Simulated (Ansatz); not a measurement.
# WC: the cost of one run

Computed with Ansatz 0.2.0 (DFT r2SCAN, scalar-relativistic, plane waves, PAW, unless a step's input says otherwise).

## 1. The system as given

It takes space group R-3m (No. 166, trigonal). The conventional cell has a = 2.464 Å, b = 2.464 Å, c = 11.770 Å, α = 90.00°, β = 90.00°, γ = 120.00°. W (site symmetry -3m) has 6 C at 2.42 Å and 6 W at 2.46 Å as nearest neighbours. C (site symmetry -3m) has 6 W at 2.42 Å and 6 C at 2.46 Å as nearest neighbours.

Coordinates:

```
CELL_PARAMETERS angstrom
1.23178 0.71117 3.92346
-1.23178 0.71117 3.92346
0.00000 -1.42234 3.92346
ATOMIC_POSITIONS crystal
W 0.00000 0.00000 0.00000
C 0.50000 0.50000 0.50000
```

This is candidate A: CuPt (L1_1) type (R-3m, No. 166).

(A quick probe on a coarse mesh, which set the mesh and smearing, is not shown.)

## 3. Coarse relaxation (candidate A)

input.yaml

```yaml
crystal:
  lattice:
    - [1.2317837176, 0.7111706609, 3.9234592485]
    - [-1.2317837176, 0.7111706609, 3.9234592485]
    - [0.0, -1.4223413218, 3.9234592485]
  atoms:
    - { symbol: W, position: [0.0, 0.0, 0.0] }
    - { symbol: C, position: [0.5, 0.5, 0.5] }
basis:
  ecutwfc: 500
kpoints:
  mp_grid: { grid: [12, 12, 12] }
hamiltonian:
  xc: r2scan
scf:
  occupations: { method: gaussian, width: 0.1 }
  lower_state_search: "off"
output:
  forces: true
  stress: true
  eigenvalues: true
relax:
  adjacent_minimum: "off"
  f_tol: 0.04
  max_steps: 70
  cell: { stress_tol: 0.4 }
```

On the command line:

```console
$ ansatz run input.yaml --threads 1 --pin off --max-ram 3072MiB --backend cpu --events-out ev --progress --plain --runs-dir out
```

**Question.** How long does this run take on 1 thread of Intel Xeon 6975P-C (Granite Rapids), shared host, and how much memory does it need?

About 71 s, with a peak of 0.46 GiB.
